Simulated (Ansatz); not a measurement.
What does this script print? It uses Ansatz 0.2.0, Python API.

Input file `ch7alosi2.xyz`:
```text
12

Al   -1.05380    1.84600    0.29220
C    -0.58910    0.16340   -0.58910
O    -1.19170   -0.93160    0.08660
Si    0.35520   -1.77080    0.52260
Si    1.26940   -0.14470   -0.47990
H    -1.85800    3.03100   -0.56600
H    -0.71740    2.14440    1.81970
H    -0.86800    0.17430   -1.65780
H     0.39540   -3.03640   -0.16100
H     0.48830   -1.79280    2.00560
H     1.95160    0.76300    0.49230
H     1.89520   -0.50080   -1.73110
```

Script `ch7alosi2.py`:
```python
"""Electronic structure of the CH7AlOSi2 molecule."""

import ansatz as az
import numpy as np
import pandas as pd


def main() -> None:
    geometry = az.Crystal.molecule_from_extxyz("ch7alosi2.xyz")

    calculation = geometry.calculation().basis(gaussian="def2-SVP").functional("pbe0").forces()
    result = calculation.run(threads=1)
    summary = result.report

    print(f"E = {summary['free_energy_ev']:.6f} eV = {summary['free_energy_ev'] / 27.211386246:.7f} Ha")
    print("converged:", summary["converged"], " doubts:", summary["published_state_doubts"] or "none")

    symbols = [site.symbol for site in geometry.cartesian_sites]
    forces = np.array(summary["forces_ev_ang"])
    print("largest force", round(float(np.linalg.norm(forces, axis=1).max()), 4), "eV/A, rms", round(float(np.sqrt((forces ** 2).mean())), 4))

    charges = summary["charge_distribution"]
    table = pd.DataFrame({"atom": symbols, "mulliken": charges["mulliken_charges_e"], "lowdin": charges["lowdin_charges_e"]})
    print(table.round(3).to_string())
    print("dipole (e A):", np.round(charges["dipole_moment_e_ang"], 4) + 0.0)


if __name__ == "__main__":
    main()
```

Running `python ch7alosi2.py` prints:
```text
E = -25525.672625 eV = -938.0511671 Ha
converged: True  doubts: none
largest force 3.702 eV/A, rms 0.9867
   atom  mulliken  lowdin
0    Al     0.602   0.303
1     C    -0.276  -0.224
2     O    -0.506  -0.102
3    Si     0.493   0.324
4    Si     0.105   0.160
5     H    -0.177  -0.132
6     H    -0.162  -0.119
7     H     0.089   0.013
8     H    -0.068  -0.073
9     H    -0.065  -0.068
10    H    -0.015  -0.032
11    H    -0.021  -0.050
dipole (e A): [ 0.4798 -0.1425 -0.116 ]
```

What to keep in mind:
- Total energies depend on the basis set; only differences at equal settings carry meaning.
- The geometry is a force-field or estimated start, not a minimum of this method, and the basis set is short of its limit.
- The Löwdin charges here are taken after orthogonalising the functions within each atom; they differ from plain Löwdin charges, and their signs can be unphysical.
- Finished in 8.1 s on 1 thread of Arm Neoverse V1, with other jobs on the host, peak memory 0.37 GiB.

(Lines on the test bed's own set-up are left out of the output.)
